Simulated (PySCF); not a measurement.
# TbH4: other functionals and bases at one geometry

One table from this session's results is given with a row withheld; the runs are named, their logs left out.

Computed with PySCF 2.14.0. Level: several levels, as the steps say, no spin–orbit coupling.

1 further run of the same task is left out (for a known fault of the program).

### The starting structure

5 atoms, charge 0, spin multiplicity 1.

Bond lengths: Tb1–H2 1.892 Å, Tb1–H3 1.892 Å, Tb1–H4 1.892 Å, Tb1–H5 1.892 Å. Angles: H2–Tb1–H3 109.5°, H2–Tb1–H4 109.5°, H2–Tb1–H5 109.5°, H3–Tb1–H4 109.5°, H3–Tb1–H5 109.5°, H4–Tb1–H5 109.5°.

As a file:

| atom | x (Å) | y (Å) | z (Å) |
| --- | --- | --- | --- |
| Tb1 | 0.00000 | 0.00000 | 0.00000 |
| H2 | 1.09236 | 1.09236 | 1.09236 |
| H3 | -1.09236 | -1.09236 | 1.09236 |
| H4 | 1.09236 | -1.09236 | -1.09236 |
| H5 | -1.09236 | 1.09236 | -1.09236 |

Formal oxidation states: Tb +4. Each metal's 7 4f electrons lie in its core potential, so multiplicities, spins and levels count the valence alone. An earlier session relaxed this geometry at PBE0, Tb lcecp-2-SVP with ECP53, H def2-SVP (singlet, point group Td).

At PBE0 on the finer grid: E = -45.632688 Eh, frontier levels not given, since the 4f levels lie in the core, Mulliken charge on Tb1 +0.90 e, largest force component 0.000 eV/Å. 

Levels to run: BLYP; PBE; PBE0, TZVP. Hardware: 2 threads of AMD EPYC 9R45 (Zen 5), shared host.

The first run:

run.py (the lines that set the calculation) reads:

```python
mol = gto.M(atom='''
Tb     0.00000     0.00000     0.00000
H      1.09236     1.09236     1.09236
H     -1.09236    -1.09236     1.09236
H      1.09236    -1.09236    -1.09236
H     -1.09236     1.09236    -1.09236''',
    basis={'Tb': 'lcecp-2-SVP', 'H': 'def2-SVP'},
    ecp={'Tb': 'lcecp-2-SVP'},
    charge=0, spin=0)
mf = dft.RKS(mol, xc='BLYP')
mf.grids.atom_grid = (75, 302)  # f atoms: unpruned, at least (60, 302)
mf = mf.density_fit()  # fitting sets: Tb AutoAux, H def2-universal-JKFIT
mf.conv_tol = 1e-08; mf.max_cycle = 55
mf.kernel(dm0)  # dm0: the density of the relaxed state
```

Started as:

```console
$ OMP_NUM_THREADS=2 python run.py
```

Steps of the session up to this table: BLYP; PBE; PBE0, TZVP.

One table of the session follows, with a row left open; its other results are not shown here.

```
              level  charge on Tb1 (e)  largest force component (eV/Å)
PBE0 (relaxed here)               0.90                            0.00
               BLYP               0.67                            0.13
                PBE                  ?                               ?
         PBE0, TZVP               0.93                            0.07
```

Estimate the missing values for PBE.

**Answer.** charge on Tb1 (e): 0.69; largest force component (eV/Å): 0.07. In the column «charge on Tb1 (e)» it lies between BLYP (0.67) and PBE0 (relaxed here) (0.90).

The largest leftover force, 0.13 eV/Å with BLYP, stands at a geometry relaxed at another level. With 4f in the core, its levels are missing from HOMO and gap, and its count is fixed, so no charge can pass from the ligands into it. Total energies of different levels can't be compared.
